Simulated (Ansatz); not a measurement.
# C2H7NOSi: two geometries relaxed

Are the two ends of the inversion of the pyramid at N1 separate minima, and which lies lower? Each is relaxed from a guess. SMILES of the start: N[SiH]1COC1.

All numbers below are computed with Ansatz 0.2.0 (RKS PBE0-D4/def2-SVP).

### Step 1. The starting structure

Bond lengths: N1–Si2 1.631 Å, Si2–C3 1.850 Å, C3–O4 1.516 Å, Si2–C5 1.860 Å, O4–C5 1.468 Å, N1–H6 1.029 Å, N1–H7 1.056 Å, Si2–H8 1.449 Å, C3–H9 1.047 Å, C3–H10 1.103 Å, C5–H11 1.128 Å, C5–H12 1.104 Å. Angles (14 of 22 angles, heavy atoms first): N1–Si2–C3 116.2°, N1–Si2–C5 115.9°, C3–Si2–C5 72.3°, Si2–C3–O4 91.8°, C3–O4–C5 94.3°, Si2–C5–O4 93.0°, N1–Si2–H8 113.2°, C3–Si2–H8 117.9°, C5–Si2–H8 115.5°, Si2–N1–H6 115.1°, Si2–N1–H7 110.9°, Si2–C3–H9 117.4°, Si2–C3–H10 116.0°, O4–C3–H9 109.2°.

As a file:

```xyz
12

N    -1.8291    0.5682    0.1032
Si   -0.6099   -0.5134    0.0303
C     0.6757   -0.2090   -1.2645
O     1.5165    0.6101   -0.3049
C     0.9621   -0.0255    0.8964
H    -2.2860    0.6490    1.0211
H    -1.4732    1.5486   -0.0640
H    -1.0451   -1.8787    0.2474
H     0.4058    0.3872   -2.0816
H     1.2918   -1.0786   -1.5478
H     0.8346    0.7104    1.7412
H     1.6338   -0.8235    1.2570
```

### Step 2. Relaxing end A

Contents of input.yaml:

```yaml
crystal:
  periodic: [false, false, false]
  atoms:
    - { symbol: "N", position_ang: [-1.8291, 0.5682, 0.1032] }
    - { symbol: Si, position_ang: [-0.6099, -0.5134, 0.0303] }
    - { symbol: C, position_ang: [0.6757, -0.209, -1.2645] }
    - { symbol: O, position_ang: [1.5165, 0.6101, -0.3049] }
    - { symbol: C, position_ang: [0.9621, -0.0255, 0.8964] }
    - { symbol: H, position_ang: [-2.286, 0.649, 1.0211] }
    - { symbol: H, position_ang: [-1.4732, 1.5486, -0.064] }
    - { symbol: H, position_ang: [-1.0451, -1.8787, 0.2474] }
    - { symbol: H, position_ang: [0.4058, 0.3872, -2.0816] }
    - { symbol: H, position_ang: [1.2918, -1.0786, -1.5478] }
    - { symbol: H, position_ang: [0.8346, 0.7104, 1.7412] }
    - { symbol: H, position_ang: [1.6338, -0.8235, 1.257] }
basis:
  gaussian: { orbitals: def2-SVP }
hamiltonian:
  xc: pbe0
  dispersion: d4
relax:
  f_tol: 0.015
  max_steps: 40
output:
  orbitals: {}
```

The run is started by

```sh
> ansatz run input.yaml --threads 2 --pin off --max-ram 3072MiB --backend cpu --events-out ev --progress --plain --runs-dir out
```

What it wrote, cut to the lines that bear on the results:

```text
Warning: RAYON_NUM_THREADS=2 ignored (pool sized by the plan → 2); use --threads N
[...]
Functional definition: PBE0
[...]
1185 factors; integrals over basis functions are off by at most 5.5e-4 eV
[...]
mean field -13584.90936812 eV, -499.2362110962 hartree, gradient 9.1e-6 eV, S^2 0.000000; 0 other end points of the search recorded, 0 dependent functions left out
[...]
reference -13584.90939401 eV, -499.2362120475 hartree; 24, 24 occupied and 85, 85 virtual orbitals, 1185 factors
relax step   1: F+E_penalty+E_count = -13585.12042860 eV  Δ(F+E_penalty+E_count) = +0.000e0 eV  max|allowed force component| = 4.032e0 eV/Å  Δτ_max = 0.0000 Å  (26 SCF iters, accepted)
[...]
relax step   4: F+E_penalty+E_count = -13585.72776755 eV  Δ(F+E_penalty+E_count) = +5.467e-2 eV  max|allowed force component| = 9.654e-1 eV/Å  Δτ_max = 0.2000 Å  (28 SCF iters, rejected (line search))
[...]
relax step   7: F+E_penalty+E_count = -13585.83504282 eV  Δ(F+E_penalty+E_count) = -7.899e-3 eV  max|allowed force component| = 2.710e-1 eV/Å  Δτ_max = 0.1500 Å  (28 SCF iters, accepted)
[...]
relax step  10: F+E_penalty+E_count = -13585.86679521 eV  Δ(F+E_penalty+E_count) = -2.196e-2 eV  max|allowed force component| = 2.698e-1 eV/Å  Δτ_max = 0.1202 Å  (27 SCF iters, accepted)
[...]
relax step  13: F+E_penalty+E_count = -13585.86971846 eV  Δ(F+E_penalty+E_count) = -9.365e-5 eV  max|allowed force component| = 2.705e-2 eV/Å  Δτ_max = 0.0070 Å  (22 SCF iters, accepted)
[...]
1185 factors; integrals over basis functions are off by at most 6.6e-4 eV
mean field -13585.66750206 eV, -499.2640720046 hartree, gradient 2.0e-5 eV, S^2 0.000000; 1 other end points of the search recorded, 0 dependent functions left out
[...]
reference -13585.66752835 eV, -499.2640729706 hartree; 24, 24 occupied and 85, 85 virtual orbitals, 1185 factors
Total energy: -13585.86977143 eV, -499.2715052667 hartree
Atom 0 at    -1.898000     0.607912     0.287037 Å, force    -0.000871     0.000744     0.000152 eV/Å
Atom 1 at    -0.518483    -0.398542     0.131740 Å, force    -0.003000    -0.000939     0.002134 eV/Å
Atom 2 at     0.761386    -0.208257    -1.266188 Å, force     0.000340     0.001139    -0.002093 eV/Å
Atom 3 at     1.811528    -0.288891    -0.295667 Å, force    -0.001200    -0.001994    -0.000153 eV/Å
Atom 4 at     1.158509    -0.010549     0.948258 Å, force     0.001205    -0.000032     0.001104 eV/Å
Atom 5 at    -2.819865     0.247856     0.492942 Å, force    -0.001896     0.000414    -0.000186 eV/Å
Atom 6 at    -1.881974     1.615277     0.194872 Å, force     0.000776    -0.000756     0.000000 eV/Å
Atom 7 at    -1.013232    -1.791921     0.345483 Å, force     0.001579    -0.000473    -0.000030 eV/Å
Atom 8 at     0.752539     0.772682    -1.783970 Å, force     0.000261     0.001125    -0.001768 eV/Å
Atom 9 at     0.873277    -0.991794    -2.034230 Å, force     0.001575    -0.000435     0.000404 eV/Å
Atom 10 at     1.298389     1.044560     1.260670 Å, force     0.001300     0.001739     0.000925 eV/Å
Atom 11 at     1.552924    -0.653533     1.752853 Å, force    -0.000070    -0.000532    -0.000491 eV/Å
Dipole moment:    -0.607695     0.234048     0.090687 e Å
```

It took 35 s on 2 threads of AMD EPYC 7B13 (Zen 3), shared host; peak memory 0.27 GiB.

Step by step:

```csv
step,energy from step 1 (eV),largest force component (eV/Å)
1,0.0000,4.0322
2,-0.5231,1.7586
3,-0.6620,0.4520
4x,-0.6073,0.9654
5,-0.6894,0.2902
6,-0.7067,0.1424
7,-0.7146,0.2710
8,-0.7226,0.4906
9,-0.7244,0.8597
10,-0.7464,0.2698
11,-0.7487,0.0862
12,-0.7492,0.0293
13,-0.7493,0.0270
14,-0.7493,0.0030
```

Step 1 is the start. 1 step was tried and not accepted (marked x).

After: Bond lengths: N1–Si2 1.715 Å, Si2–C3 1.905 Å, C3–O4 1.432 Å, Si2–C5 1.905 Å, O4–C5 1.432 Å, N1–H6 1.011 Å, N1–H7 1.012 Å, Si2–H8 1.494 Å, C3–H9 1.109 Å, C3–H10 1.103 Å, C5–H11 1.109 Å, C5–H12 1.103 Å. Angles (14 of 22 angles, heavy atoms first): N1–Si2–C3 123.3°, N1–Si2–C5 123.4°, C3–Si2–C5 72.7°, Si2–C3–O4 89.4°, C3–O4–C5 104.1°, Si2–C5–O4 89.4°, N1–Si2–H8 105.5°, C3–Si2–H8 114.9°, C5–Si2–H8 114.8°, Si2–N1–H6 122.9°, Si2–N1–H7 124.3°, Si2–C3–H9 115.2°, Si2–C3–H10 120.5°, O4–C3–H9 111.8°.

### Step 3. Relaxing end B

The second end starts from a geometry with the move made by hand.

input.yaml: that of step 2 with these lines changed.

```diff
@@ -8,4 +8,4 @@
     - { symbol: C, position_ang: [0.9621, -0.0255, 0.8964] }
-    - { symbol: H, position_ang: [-2.286, 0.649, 1.0211] }
-    - { symbol: H, position_ang: [-1.4732, 1.5486, -0.064] }
+    - { symbol: H, position_ang: [-2.74047, 0.17994, 0.37977] }
+    - { symbol: H, position_ang: [-2.03121, 0.97267, -0.85145] }
     - { symbol: H, position_ang: [-1.0451, -1.8787, 0.2474] }
@@ -23,3 +23 @@
   max_steps: 40
-output:
-  orbitals: {}
```

The run is started by

```sh
> ansatz run input.yaml --threads 2 --pin off --max-ram 3072MiB --backend cpu --events-out ev --progress --plain --runs-dir out
```

What it wrote:

```text
Warning: RAYON_NUM_THREADS=2 ignored (pool sized by the plan → 2); use --threads N
The last accepted step is kept in <dir> (removed where the run ends without a failure and the disk answers)
Engine: ansatz 0.2.0, x86_64-unknown-linux-gnu
[... 1 set-up line as earlier in the session ...]
  parameter a = 0.25
  parameter kappa = 0.804
  parameter beta = 0.06672455060314922
  exchange = (1 - a)*pbe_x(kappa = kappa, mu = beta*pi^2/3) + a*exact_x
  correlation = pbe_c(beta = beta)
1184 factors; integrals over basis functions are off by at most 5.5e-4 eV
mean field evaluation 1: about -13576.9055 eV, gradient 6.0e1 eV
mean field evaluation 2: about -13571.7531 eV, gradient 7.6e1 eV
mean field evaluation 4: about -13584.7722 eV, gradient 4.5e0 eV
mean field evaluation 8: about -13584.8314 eV, gradient 5.4e-2 eV
mean field -13584.83140334 eV, -499.2333459434 hartree, gradient 4.3e-5 eV, S^2 0.000000; 0 other end points of the search recorded, 0 dependent functions left out
the calculation of the forces begins
reference -13584.83142961 eV, -499.2333469085 hartree; 24, 24 occupied and 85, 85 virtual orbitals, 1184 factors
relax step   1: F+E_penalty+E_count = -13585.04095776 eV  Δ(F+E_penalty+E_count) = +0.000e0 eV  max|allowed force component| = 3.907e0 eV/Å  Δτ_max = 0.0000 Å  (25 SCF iters, accepted)
these checks for a lower state are left out or cut short: starts, cluster_reference, orbital_swaps, neighbouring_geometries, increment
1184 factors; integrals over basis functions are off by at most 6.2e-4 eV
mean field evaluation 16: about -13585.1121 eV, gradient 8.9e0 eV
mean field -13585.37301799 eV, -499.2532499146 hartree, gradient 1.6e-5 eV, S^2 0.000000; 0 other end points of the search recorded, 0 dependent functions left out
the calculation of the forces begins
reference -13585.37304468 eV, -499.2532508953 hartree; 24, 24 occupied and 85, 85 virtual orbitals, 1184 factors
relax step   2: F+E_penalty+E_count = -13585.58110570 eV  Δ(F+E_penalty+E_count) = -5.401e-1 eV  max|allowed force component| = 1.814e0 eV/Å  Δτ_max = 0.1153 Å  (28 SCF iters, accepted)
these checks for a lower state are left out or cut short: starts, cluster_reference, orbital_swaps, neighbouring_geometries, increment
1184 factors; integrals over basis functions are off by at most 6.6e-4 eV
mean field -13585.51864686 eV, -499.2586016768 hartree, gradient 2.3e-5 eV, S^2 0.000000; 0 other end points of the search recorded, 0 dependent functions left out
the calculation of the forces begins
reference -13585.51867354 eV, -499.2586026571 hartree; 24, 24 occupied and 85, 85 virtual orbitals, 1184 factors
relax step   3: F+E_penalty+E_count = -13585.72467554 eV  Δ(F+E_penalty+E_count) = -1.436e-1 eV  max|allowed force component| = 3.175e-1 eV/Å  Δτ_max = 0.0666 Å  (28 SCF iters, accepted)
these checks for a lower state are left out or cut short: starts, cluster_reference, orbital_swaps, neighbouring_geometries, increment
1184 factors; integrals over basis functions are off by at most 5.4e-4 eV
mean field evaluation 32: about -13585.5005 eV, gradient 5.3e-1 eV
mean field -13585.50273759 eV, -499.2580170220 hartree, gradient 1.0e-5 eV, S^2 0.000000; 0 other end points of the search recorded, 0 dependent functions left out
the calculation of the forces begins
reference -13585.50276349 eV, -499.2580179738 hartree; 24, 24 occupied and 85, 85 virtual orbitals, 1184 factors
relax step   4: F+E_penalty+E_count = -13585.70854372 eV  Δ(F+E_penalty+E_count) = +1.613e-2 eV  max|allowed force component| = 7.952e-1 eV/Å  Δτ_max = 0.1867 Å  (28 SCF iters, rejected (line search))
these checks for a lower state are left out or cut short: starts, cluster_reference, orbital_swaps, neighbouring_geometries, increment
1184 factors; integrals over basis functions are off by at most 6.2e-4 eV
mean field -13585.55580799 eV, -499.2599673233 hartree, gradient 8.9e-6 eV, S^2 0.000000; 0 other end points of the search recorded, 0 dependent functions left out
the calculation of the forces begins
reference -13585.55583428 eV, -499.2599682895 hartree; 24, 24 occupied and 85, 85 virtual orbitals, 1184 factors
relax step   5: F+E_penalty+E_count = -13585.76131827 eV  Δ(F+E_penalty+E_count) = -3.664e-2 eV  max|allowed force component| = 3.348e-1 eV/Å  Δτ_max = 0.0909 Å  (29 SCF iters, accepted)
these checks for a lower state are left out or cut short: starts, cluster_reference, orbital_swaps, neighbouring_geometries, increment
1184 factors; integrals over basis functions are off by at most 6.1e-4 eV
mean field -13585.58136960 eV, -499.2609066951 hartree, gradient 2.6e-5 eV, S^2 0.000000; 0 other end points of the search recorded, 0 dependent functions left out
the calculation of the forces begins
reference -13585.58139579 eV, -499.2609076575 hartree; 24, 24 occupied and 85, 85 virtual orbitals, 1184 factors
relax step   6: F+E_penalty+E_count = -13585.78618439 eV  Δ(F+E_penalty+E_count) = -2.487e-2 eV  max|allowed force component| = 2.448e-1 eV/Å  Δτ_max = 0.1000 Å  (28 SCF iters, accepted)
these checks for a lower state are left out or cut short: starts, cluster_reference, orbital_swaps, neighbouring_geometries, increment
1184 factors; integrals over basis functions are off by at most 6.3e-4 eV
mean field -13585.61795345 eV, -499.2622511266 hartree, gradient 1.4e-5 eV, S^2 0.000000; 0 other end points of the search recorded, 0 dependent functions left out
the calculation of the forces begins
reference -13585.61797985 eV, -499.2622520970 hartree; 24, 24 occupied and 85, 85 virtual orbitals, 1184 factors
relax step   7: F+E_penalty+E_count = -13585.82201882 eV  Δ(F+E_penalty+E_count) = -3.583e-2 eV  max|allowed force component| = 2.636e-1 eV/Å  Δτ_max = 0.1500 Å  (28 SCF iters, accepted)
these checks for a lower state are left out or cut short: starts, cluster_reference, orbital_swaps, neighbouring_geometries, increment
1184 factors; integrals over basis functions are off by at most 6.0e-4 eV
mean field evaluation 64: about -13585.6337 eV, gradient 1.1e-5 eV
mean field -13585.63368303 eV, -499.2628291780 hartree, gradient 1.1e-5 eV, S^2 0.000000; 0 other end points of the search recorded, 0 dependent functions left out
the calculation of the forces begins
reference -13585.63370936 eV, -499.2628301457 hartree; 24, 24 occupied and 85, 85 virtual orbitals, 1184 factors
relax step   8: F+E_penalty+E_count = -13585.83617203 eV  Δ(F+E_penalty+E_count) = -1.415e-2 eV  max|allowed force component| = 3.089e-1 eV/Å  Δτ_max = 0.2000 Å  (28 SCF iters, accepted)
these checks for a lower state are left out or cut short: starts, cluster_reference, orbital_swaps, neighbouring_geometries, increment
1184 factors; integrals over basis functions are off by at most 6.5e-4 eV
mean field -13585.65447099 eV, -499.2635931216 hartree, gradient 8.9e-6 eV, S^2 0.000000; 0 other end points of the search recorded, 0 dependent functions left out
the calculation of the forces begins
reference -13585.65449711 eV, -499.2635940813 hartree; 24, 24 occupied and 85, 85 virtual orbitals, 1184 factors
relax step   9: F+E_penalty+E_count = -13585.85721506 eV  Δ(F+E_penalty+E_count) = -2.104e-2 eV  max|allowed force component| = 1.494e-1 eV/Å  Δτ_max = 0.1270 Å  (28 SCF iters, accepted)
these checks for a lower state are left out or cut short: starts, cluster_reference, orbital_swaps, neighbouring_geometries, increment
1184 factors; integrals over basis functions are off by at most 6.9e-4 eV
mean field -13585.65884886 eV, -499.2637540052 hartree, gradient 1.6e-5 eV, S^2 0.000000; 0 other end points of the search recorded, 0 dependent functions left out
the calculation of the forces begins
reference -13585.65887486 eV, -499.2637549610 hartree; 24, 24 occupied and 85, 85 virtual orbitals, 1184 factors
relax step  10: F+E_penalty+E_count = -13585.86168587 eV  Δ(F+E_penalty+E_count) = -4.471e-3 eV  max|allowed force component| = 1.554e-1 eV/Å  Δτ_max = 0.0702 Å  (28 SCF iters, accepted)
these checks for a lower state are left out or cut short: starts, cluster_reference, orbital_swaps, neighbouring_geometries, increment
1184 factors; integrals over basis functions are off by at most 7.2e-4 eV
mean field -13585.65642164 eV, -499.2636648067 hartree, gradient 2.1e-5 eV, S^2 0.000000; 0 other end points of the search recorded, 0 dependent functions left out
the calculation of the forces begins
reference -13585.65644793 eV, -499.2636657728 hartree; 24, 24 occupied and 85, 85 virtual orbitals, 1184 factors
relax step  11: F+E_penalty+E_count = -13585.85904915 eV  Δ(F+E_penalty+E_count) = +2.637e-3 eV  max|allowed force component| = 6.153e-1 eV/Å  Δτ_max = 0.1242 Å  (28 SCF iters, rejected (line search))
these checks for a lower state are left out or cut short: starts, cluster_reference, orbital_swaps, neighbouring_geometries, increment
1184 factors; integrals over basis functions are off by at most 6.8e-4 eV
mean field -13585.66140157 eV, -499.2638478156 hartree, gradient 9.7e-6 eV, S^2 0.000000; 0 other end points of the search recorded, 0 dependent functions left out
the calculation of the forces begins
reference -13585.66142768 eV, -499.2638487751 hartree; 24, 24 occupied and 85, 85 virtual orbitals, 1184 factors
relax step  12: F+E_penalty+E_count = -13585.86419186 eV  Δ(F+E_penalty+E_count) = -2.506e-3 eV  max|allowed force component| = 1.313e-1 eV/Å  Δτ_max = 0.0621 Å  (28 SCF iters, accepted)
these checks for a lower state are left out or cut short: starts, cluster_reference, orbital_swaps, neighbouring_geometries, increment
1184 factors; integrals over basis functions are off by at most 6.9e-4 eV
mean field evaluation 96: about -13585.6643 eV, gradient 6.8e-5 eV
mean field -13585.66425712 eV, -499.2639527551 hartree, gradient 1.3e-5 eV, S^2 0.000000; 0 other end points of the search recorded, 0 dependent functions left out
the calculation of the forces begins
reference -13585.66428341 eV, -499.2639537213 hartree; 24, 24 occupied and 85, 85 virtual orbitals, 1184 factors
relax step  13: F+E_penalty+E_count = -13585.86680162 eV  Δ(F+E_penalty+E_count) = -2.610e-3 eV  max|allowed force component| = 1.929e-1 eV/Å  Δτ_max = 0.0737 Å  (28 SCF iters, accepted)
these checks for a lower state are left out or cut short: starts, cluster_reference, orbital_swaps, neighbouring_geometries, increment
1184 factors; integrals over basis functions are off by at most 7.0e-4 eV
mean field -13585.66621093 eV, -499.2640245565 hartree, gradient 2.6e-5 eV, S^2 0.000000; 0 other end points of the search recorded, 0 dependent functions left out
the calculation of the forces begins
reference -13585.66623720 eV, -499.2640255219 hartree; 24, 24 occupied and 85, 85 virtual orbitals, 1184 factors
relax step  14: F+E_penalty+E_count = -13585.86885656 eV  Δ(F+E_penalty+E_count) = -2.055e-3 eV  max|allowed force component| = 7.114e-2 eV/Å  Δτ_max = 0.0684 Å  (27 SCF iters, accepted)
these checks for a lower state are left out or cut short: starts, cluster_reference, orbital_swaps, neighbouring_geometries, increment
1184 factors; integrals over basis functions are off by at most 7.0e-4 eV
mean field -13585.66718273 eV, -499.2640602695 hartree, gradient 7.5e-6 eV, S^2 0.000000; 0 other end points of the search recorded, 0 dependent functions left out
the calculation of the forces begins
reference -13585.66720903 eV, -499.2640612357 hartree; 24, 24 occupied and 85, 85 virtual orbitals, 1184 factors
relax step  15: F+E_penalty+E_count = -13585.86952318 eV  Δ(F+E_penalty+E_count) = -6.666e-4 eV  max|allowed force component| = 4.746e-2 eV/Å  Δτ_max = 0.0161 Å  (29 SCF iters, accepted)
these checks for a lower state are left out or cut short: starts, cluster_reference, orbital_swaps, neighbouring_geometries, increment
1184 factors; integrals over basis functions are off by at most 7.0e-4 eV
mean field -13585.66743251 eV, -499.2640694484 hartree, gradient 1.1e-5 eV, S^2 0.000000; 0 other end points of the search recorded, 0 dependent functions left out
the calculation of the forces begins
reference -13585.66745880 eV, -499.2640704148 hartree; 24, 24 occupied and 85, 85 virtual orbitals, 1184 factors
relax step  16: F+E_penalty+E_count = -13585.86971550 eV  Δ(F+E_penalty+E_count) = -1.923e-4 eV  max|allowed force component| = 1.361e-2 eV/Å  Δτ_max = 0.0052 Å  (23 SCF iters, accepted)
1184 factors; integrals over basis functions are off by at most 7.0e-4 eV
mean field evaluation 128: about -13585.6667 eV, gradient 6.1e-1 eV
mean field -13585.66743251 eV, -499.2640694484 hartree, gradient 1.1e-5 eV, S^2 0.000000; 1 other end points of the search recorded, 0 dependent functions left out
the calculation of the forces begins
reference -13585.66745880 eV, -499.2640704148 hartree; 24, 24 occupied and 85, 85 virtual orbitals, 1184 factors
Total energy: -13585.86974180 eV, -499.2715041779 hartree
Atom 0 at    -2.048972     0.333892    -0.012094 Å, force     0.002290     0.000088     0.000336 eV/Å
Atom 1 at    -0.570528    -0.535017    -0.008808 Å, force    -0.001216     0.006220    -0.001403 eV/Å
Atom 2 at     0.795313    -0.269552    -1.310569 Å, force     0.005930     0.001257     0.013098 eV/Å
Atom 3 at     1.764761    -0.198276    -0.258422 Å, force    -0.009414    -0.002392     0.000111 eV/Å
Atom 4 at     0.986148     0.058422     0.916191 Å, force     0.003856    -0.000635    -0.013613 eV/Å
Atom 5 at    -2.947462    -0.105508     0.135136 Å, force     0.005198    -0.000897    -0.000434 eV/Å
Atom 6 at    -2.119459     1.333228    -0.153239 Å, force    -0.004105     0.000323     0.000290 eV/Å
Atom 7 at    -0.943601    -1.961069     0.233952 Å, force     0.003119    -0.001552    -0.000187 eV/Å
Atom 8 at     0.728900     0.682963    -1.875082 Å, force    -0.000995     0.002148    -0.002888 eV/Å
Atom 9 at     1.050784    -1.067084    -2.028116 Å, force    -0.001901    -0.003558    -0.000216 eV/Å
Atom 10 at     0.991428     1.134036     1.187100 Å, force    -0.000860     0.003078     0.002619 eV/Å
Atom 11 at     1.377208    -0.506226     1.778971 Å, force    -0.001902    -0.004079     0.002287 eV/Å
Dipole moment:    -0.632840     0.172400     0.030492 e Å
```

Run time: 39 s. Hardware: 2 threads of AMD EPYC 7B13 (Zen 3), shared host; peak memory 0.26 GiB.

Relaxation path:

| step | energy from step 1 (eV) | largest force component (eV/Å) |
| --- | --- | --- |
| 1 | 0.0000 | 3.9067 |
| 2 | -0.5401 | 1.8138 |
| 3 | -0.6837 | 0.3175 |
| 4x | -0.6676 | 0.7953 |
| 5 | -0.7204 | 0.3348 |
| 6 | -0.7452 | 0.2448 |
| 7 | -0.7811 | 0.2636 |
| 8 | -0.7952 | 0.3089 |
| 9 | -0.8163 | 0.1494 |
| 10 | -0.8207 | 0.1554 |
| 11x | -0.8181 | 0.6153 |
| 12 | -0.8232 | 0.1313 |
| 13 | -0.8258 | 0.1929 |
| 14 | -0.8279 | 0.0711 |
| 15 | -0.8286 | 0.0475 |
| 16 | -0.8288 | 0.0136 |

Step 1 is the start. 2 steps were tried and not accepted (marked x).

After: Bond lengths: N1–Si2 1.715 Å, Si2–C3 1.905 Å, C3–O4 1.432 Å, Si2–C5 1.906 Å, O4–C5 1.432 Å, N1–H6 1.011 Å, N1–H7 1.012 Å, Si2–H8 1.494 Å, C3–H9 1.109 Å, C3–H10 1.103 Å, C5–H11 1.109 Å, C5–H12 1.103 Å. Angles (14 of 22 angles, heavy atoms first): N1–Si2–C3 123.1°, N1–Si2–C5 123.2°, C3–Si2–C5 72.7°, Si2–C3–O4 89.4°, C3–O4–C5 104.1°, Si2–C5–O4 89.4°, N1–Si2–H8 105.6°, C3–Si2–H8 115.0°, C5–Si2–H8 115.0°, Si2–N1–H6 123.1°, Si2–N1–H7 124.1°, Si2–C3–H9 115.1°, Si2–C3–H10 120.7°, O4–C3–H9 111.8°.

### Step 4. Outcome

```
                           quantity                     value
                              end A  12 moves, 0.749 eV lower
                              end B  13 moves, 0.829 eV lower
largest difference between the ends                    0.01 Å
            end B relative to end A                 +0.000 eV
```

**Reading.** Both starts fell into the same minimum (no atom differs by more than 0.01 Å), so from this start no second minimum was found and no band was run; another arrangement could still be one.
